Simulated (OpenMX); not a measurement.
Something may be wrong with this OpenMX 3.8.5 calculation of AuI3.

Contents of AuI3.dat:

```
System.CurrrentDirectory             ./
System.Name                          AuI3
DATA.PATH                            ./DFT_DATA13
level.of.stdout                      1
level.of.fileout                     0
Species.Number                       2
<Definition.of.Atomic.Species
  Au  Au7.0-s3p2d2           Au_PBE13
  I   I7.0-s3p2d2            I_PBE13
Definition.of.Atomic.Species>

<Hubbard.U.values
  Au  1s 0.0 2s 0.0 3s 0.0 1p 0.0 2p 0.0 1d 6.0 2d 0.0
  I   1s 0.0 2s 0.0 3s 0.0 1p 0.0 2p 0.0 1d 0.0 2d 0.0
Hubbard.U.values>

Atoms.Number                         4
Atoms.SpeciesAndCoordinates.Unit     AU
<Atoms.SpeciesAndCoordinates
    1  Au    0.0000000000    0.0000000000    0.0000000000   8.750  8.250  on
    2  I     5.8018357589    0.0000000000    0.0000000000   3.500  3.500  off
    3  I     0.0000000000    0.0000000000    5.8018357589   3.500  3.500  off
    4  I     0.0000000000    5.8018357589    0.0000000000   3.500  3.500  off
Atoms.SpeciesAndCoordinates>

Atoms.UnitVectors.Unit               AU
<Atoms.UnitVectors
    11.6036715178    0.0000000000    0.0000000000
     0.0000000000   11.6036715178    0.0000000000
     0.0000000000    0.0000000000   11.6036715178
Atoms.UnitVectors>

scf.XcType                           GGA-PBE
scf.SpinPolarization                 on
scf.Hubbard.U                        on
scf.Hubbard.Occupation               full
scf.ElectronicTemperature            40000.0
scf.energycutoff                     400.0
scf.maxIter                          80
scf.EigenvalueSolver                 band
scf.Kgrid                            3 3 3
scf.Mixing.Type                      rmm-diis
scf.Init.Mixing.Weight               0.05
scf.Min.Mixing.Weight                0.001
scf.Max.Mixing.Weight                0.3
scf.Mixing.History                   8
scf.Mixing.StartPulay                20
scf.criterion                        1.0e-7
MD.Type                              nomd
Band.dispersion                      on
Band.Nkpath                          6
<Band.kpath
   11   0.000000  0.000000  0.000000    0.000000  0.500000  0.000000  G X
   11   0.000000  0.500000  0.000000    0.500000  0.500000  0.000000  X M
   15   0.500000  0.500000  0.000000    0.000000  0.000000  0.000000  M G
   18   0.000000  0.000000  0.000000    0.500000  0.500000  0.500000  G R
   15   0.500000  0.500000  0.500000    0.000000  0.500000  0.000000  R X
   11   0.500000  0.500000  0.000000    0.500000  0.500000  0.500000  M R
Band.kpath>
```

Potentials or basis: OpenMX 2013 PBE set, Au7.0-s3p2d2, I7.0-s3p2d2, grid cutoff 400 Ry.

The run is started by

```bash
$ openmx AuI3.dat -nt 1 > AuI3.std
```

AuI3.out:

```text
Required cutoff energy (Ryd) for 3D-grids = 400.0000
      Used cutoff energy (Ryd) for 3D-grids = 412.3172, 412.3172, 412.3172
  Num. of grids of a-, b-, and c-axes = 75, 75, 75

  Num.Grid1.    75
  Num.Grid2.    75
  Num.Grid3.    75

  Cell_Volume =   1562.378587460491 (Bohr^3)
  GridVol     =      0.003703415911 (Bohr^3)
  Cell vectors (bohr) of the grid cell (gtv)
    gtv_a =  0.154715620237,  0.000000000000,  0.000000000000
    gtv_b =  0.000000000000,  0.154715620237,  0.000000000000
    gtv_c =  0.000000000000,  0.000000000000,  0.154715620237
    |gtv_a| =  0.154715620237
    |gtv_b| =  0.154715620237
    |gtv_c| =  0.154715620237

***********************************************************

***********************************************************
[... 915 lines left out ...]
  px          1  -0.0960  0.0000 -0.0000
  py          1   0.0000 -0.3328  0.0000
  pz          1   0.1350  0.0000 -0.0000
  d3z^2-r^2   0  -0.0000  0.0000 -0.0248
  dx^2-y^2    0   0.0000  0.0000 -0.0429
  dxy         0  -0.0000  0.0000  0.0000
  dxz         0  -0.0000  0.0000 -0.0000
  dyz         0   0.0000  0.0000  0.0000
  d3z^2-r^2   1  -0.0000 -0.0000  0.0121
  dx^2-y^2    1  -0.0000 -0.0000  0.0209
  dxy         1   0.0000 -0.0000 -0.0000
  dxz         1   0.0000 -0.0000 -0.0000
  dyz         1  -0.0000 -0.0000 -0.0000

***********************************************************
       xyz-coordinates (Ang) and forces (Hartree/Bohr)
***********************************************************

<coordinates.forces
  4
    1    Au     0.00000   0.00000   0.00000   0.000004888943  0.000004888964  0.000002278681
    2     I     3.07020   0.00000   0.00000   0.000023574233  0.000001853215  0.000001853206
    3     I     0.00000   0.00000   3.07020  -0.000000759979 -0.000000759951  0.000023574329
    4     I     0.00000   3.07020   0.00000   0.000001853233  0.000023574312  0.000001853207
coordinates.forces>

***********************************************************
       Fractional coordinates of the final structure
***********************************************************

     1     Au     0.00000000000000   0.00000000000000   0.00000000000000
     2      I     0.50000000000000   0.00000000000000   0.00000000000000
     3      I     0.00000000000000   0.00000000000000   0.50000000000000
     4      I     0.00000000000000   0.50000000000000   0.00000000000000
```

Task: What happened, and what is wrong with the input?

Result: The calculation finished and met its thresholds. The input holds a flaw that was put in on purpose: electronic temperature far too high (scf.ElectronicTemperature = 40000; scf.maxIter = 80). The program doesn't stop on it, so the numbers can't be trusted though the run ends normally.
